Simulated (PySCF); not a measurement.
# The bond of SrCl, level by level

What are the lowest state that PBE0 finds, the bond length, vibrational wavenumber and bond energy of SrCl, and how much do these hang on the method?

The runs use PySCF 2.14.0; Sr x2c-TZVPPall, Cl x2c-TZVPPall, spin-free X2C with a Gaussian nucleus.

### Step 1. Input

Settings of the job:

```yaml
atoms: Sr, Cl
charge: 0
basis: Sr x2c-TZVPPall, Cl x2c-TZVPPall
Hamiltonian: spin-free X2C with a Gaussian nucleus
basis_functions: 121
electrons_treated: 55
masses_in_u: 87.9056, 34.9689
levels: PBE0, PBE, r²SCAN, B97-3, M06-L, M06, B2PLYP, ωB97X, HF, MP2, SCS-MP2
grid: 80 radial by 434 angular points
occupations: held fixed by the projection of orbital angular momentum
dissociation_limit: Sr + Cl, each in its ground configuration
starting_distance_in_angstrom: 2.680
values_of_2S_to_try: 1, 3
```

The run is started by

```bash
$ OMP_NUM_THREADS=2 python dia.py task.json out
```

The runs that follow: The PBE0 curve of the state that the search chose; Higher solutions at PBE0; PBE (GGA); r²SCAN; B97-3 (global hybrid GGA); M06-L (meta-GGA); M06; B2PLYP; ωB97X; UHF (mean field).

**Question.** What will these runs give? Wanted: for each run, Re; ωe; De; μ.

The runs gave:

Lowest PBE0 solution found, without spin–orbit coupling: ²Σ⁺ (doublet), unpaired electrons σ ↑. State 2 has its PBE0 minimum 1.59 eV higher. State 3 has its PBE0 minimum 5.89 eV higher. The other levels ran on the lowest alone.

| level | Re (Å) | ωe (cm⁻¹) | De (eV) | μ (D) |
| --- | --- | --- | --- | --- |
| UHF | 2.638 | 290.4 | 3.70 | -4.48 |
| UHF-MP2 | 2.571 | 306 | 4.28 | n/a |
| UHF-SCS-MP2 | 2.585 | 302 | 4.11 | n/a |
| PBE | 2.563 | 302 | 4.39 | -4.42 |
| r²SCAN | 2.570 | 305 | 4.67 | -4.56 |
| M06-L | 2.583 | 302 | 4.30 | -4.66 |
| PBE0 | 2.563 | 306 | 4.37 | -4.45 |
| B97-3 | 2.583 | 297.3 | 4.14 | -4.47 |
| M06 | 2.581 | 301 | 4.01 | -4.74 |
| ωB97X | 2.588 | 302 | 4.11 | -4.35 |
| B2PLYP | 2.582 | 301 | 4.15 | -4.71 |

De is counted to Sr + Cl in their ground configurations. A positive dipole means Sr(−)Cl(+).

The methods spread over 0.076 Å in bond length, from PBE0 to UHF. Among the levels with a De in the table, it runs from 3.70 eV (UHF) to 4.67 eV (r²SCAN).

Correlated steps freeze 14 core orbitals. B2PLYP dipoles, levels and charges come from its SCF part alone. Spin–orbit coupling is left out.
